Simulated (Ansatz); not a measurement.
# InSiH5: a ladder of functionals and wavefunction methods

How much do the methods differ for InSiH5? The plan is to run it at one geometry with functionals of several rungs and with coupled cluster, and see how far each lands from CCSD(T) at the basis-set limit for the atomisation energy.

The runs use Ansatz 0.2.0, Gaussian basis; functionals in def2-TZVPP, the program's frozen cores in correlated methods.

The runs, in order: LDA (SPW92), PBE-D4, revPBE-D4, BLYP-D4, r2SCAN-D4, B97M-V, PBE0-D4, B3LYP-D4, r2SCANh-D4, r2SCAN0-D4, HSE06-D4, BHLYP-D4, CAM-B3LYP-D4, LC-ωPBE, ωB97X-V, ωB97M-V, B2PLYP, PBE-QIDH; CCSD(T)/def2-SVP; CCSD(T)/def2-TZVPP; MP2/def2-QZVPP; extrapolation to the limit; RPA on PBE.

### Step 1. Structure used throughout

An earlier PBE0-D4 in a triple-zeta def2 set relaxation fixed the geometry. In takes the def2 core potential; no spin-orbit term is included.

SMILES `[SiH3][InH2]`, 7 atoms, charge 0, spin multiplicity 1.

Atoms are counted from 1 here; the program's logs count them from 0.

Bond lengths: Si1–In2 2.575 Å, Si1–H3 1.488 Å, Si1–H4 1.491 Å, Si1–H5 1.491 Å, In2–H6 1.729 Å, In2–H7 1.730 Å. Angles: In2–Si1–H3 113.2°, In2–Si1–H4 110.5°, In2–Si1–H5 110.1°, H3–Si1–H4 107.8°, H3–Si1–H5 107.7°, H4–Si1–H5 107.3°, Si1–In2–H6 122.1°, Si1–In2–H7 119.9°, H6–In2–H7 118.0°.

Geometry (Å):

```xyz
7

Si   -0.66712   -0.64152   -0.64207
In    0.83084    0.83760    0.84048
H    -2.11986   -0.37113   -0.46358
H    -0.43202   -2.08333   -0.34589
H    -0.33804   -0.42550   -2.08005
H     0.17913    2.06213    1.87200
H     2.54707    0.62175    0.81911
```

### Step 2. LDA

This LDA is Slater exchange with PW92 correlation.

The input, in.yaml:

```yaml
crystal:
  periodic: [false, false, false]
  atoms:
    - {symbol: Si, position_ang: [-0.667121, -0.641519, -0.642066]}
    - {symbol: In, position_ang: [0.830842, 0.837600, 0.840482]}
    - {symbol: H, position_ang: [-2.119861, -0.371129, -0.463583]}
    - {symbol: H, position_ang: [-0.432024, -2.083331, -0.345893]}
    - {symbol: H, position_ang: [-0.338037, -0.425501, -2.080050]}
    - {symbol: H, position_ang: [0.179130, 2.062129, 1.871996]}
    - {symbol: H, position_ang: [2.547071, 0.621750, 0.819114]}
basis:
  gaussian: {orbitals: def2-TZVPP}
hamiltonian: {xc: lda}
output: {orbitals: {seedname: orbitals}}
```

After this run come: PBE-D4 (GGA); revPBE-D4 (GGA); BLYP-D4 (GGA); r2SCAN-D4 (meta-GGA); B97M-V (meta-GGA); PBE0-D4 (hybrid); B3LYP-D4 (hybrid); r2SCANh-D4 (hybrid); r2SCAN0-D4 (hybrid); HSE06-D4 (hybrid); BHLYP-D4 (hybrid); CAM-B3LYP-D4 (range-separated); LC-ωPBE (range-separated); ωB97X-V (range-separated); ωB97M-V (range-separated); B2PLYP (double hybrid); PBE-QIDH (double hybrid); CCSD(T) in def2-SVP; CCSD(T) in def2-TZVPP; MP2 in def2-QZVPP; RPA on PBE orbitals.

Q: Predict the results of all the runs planned. Wanted: atomisation energy, CCSD(T)/CBS; farthest beyond LDA; mean size of error, GGA; mean size of error, meta-GGA; mean size of error, hybrid; mean size of error, range-separated; mean size of error, double hybrid; gap, smallest and largest; T1 diagnostic.

As calculated:

```
                               quantity                                                             value
        atomisation energy, CCSD(T)/CBS                                                     1651.1 kJ/mol
 functionals within 16.5 kJ/mol (1.0 %)  r2SCAN-D4, B97M-V, r2SCANh-D4, r2SCAN0-D4, CAM-B3LYP-D4, ωB97M-V
                    farthest beyond LDA                                          revPBE-D4 (-72.5 kJ/mol)
                mean size of error, GGA                                                       58.2 kJ/mol
           mean size of error, meta-GGA                                                       13.9 kJ/mol
             mean size of error, hybrid                                                       25.3 kJ/mol
    mean size of error, range-separated                                                       11.0 kJ/mol
      mean size of error, double hybrid                                                       40.6 kJ/mol
              gap, smallest and largest                          3.34 eV (LDA (SPW92)), 9.66 eV (LC-ωPBE)
                          T1 diagnostic                                                            0.0138
triples share of the correlation energy                                                             2.7 %
```

The LDA atomisation energy is off by 154.7 kJ/mol (9 %): it overbinds. PBE-D4 is off by -51.2 kJ/mol. Double hybrids carry the basis error of their MP2 part in triple zeta, and no dispersion term here, so their miss is partly the set-up's. The rungs range-separated, meta-GGA miss on average by less than the doubt on the reference (16.5 kJ/mol), so they tie; GGA functionals have the largest mean beyond LDA (58.2 kJ/mol). Misses under about 16.5 kJ/mol are within the doubt on the reference itself, which lacks core-valence correlation, spin-orbit coupling and higher excitations, and its outer-core shells are covered unevenly. All levels share the lack of spin-orbit coupling, which lowers the free heavy atoms and so the true binding. Hartree-Fock recovers 75 % of the binding; the rest is correlation. CCSD(T) in def2-SVP is off by -112.1 kJ/mol, which most functionals beat. Orbital gaps span 3.3 to 9.7 eV; exact exchange widens them. Correlated methods include outer-core shells of In, which these sets cover unevenly.
